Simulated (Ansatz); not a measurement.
# F2H2O2Si: the cost of one run

Program: Ansatz 0.2.0. Level of theory: RHF/def2-SVP. These are calculated values, not measurements.

## 1. Reference run: F2H2O2Si, relaxed

Input file input.yaml:

```yaml
crystal:
  periodic: [false, false, false]
  atoms:
    - { symbol: Si, position_ang: [-0.497013, 0.085338, 0.564494] }
    - { symbol: O, position_ang: [1.159659, -0.296066, -0.606591] }
    - { symbol: O, position_ang: [-1.176716, -0.797546, -0.575427] }
    - { symbol: H, position_ang: [0.032941, -0.753437, -1.001016] }
    - { symbol: F, position_ang: [-0.676877, 1.684084, 0.671717] }
    - { symbol: F, position_ang: [-0.233924, -0.429577, 2.064005] }
    - { symbol: H, position_ang: [1.39203, 0.507305, -1.117081] }
basis:
  gaussian: { orbitals: def2-SVP }
hamiltonian:
  xc: hf
output:
  forces: true
relax:
  f_tol: 0.02
  max_steps: 120
  constraints: [{ distance: [1, 3] }, { distance: [0, 1] }, { distance: [2, 3] }]
  escape_saddle: false
```

Started as:

```bash
ansatz run input.yaml --threads 1 --pin off --max-ram 2560MiB --backend cpu --events-out ev --progress --plain --runs-dir out
```

Q: Estimate wall time and peak memory on 1 thread of Arm Neoverse V1, shared host.

About 10 s, with a peak of 0.15 GiB.
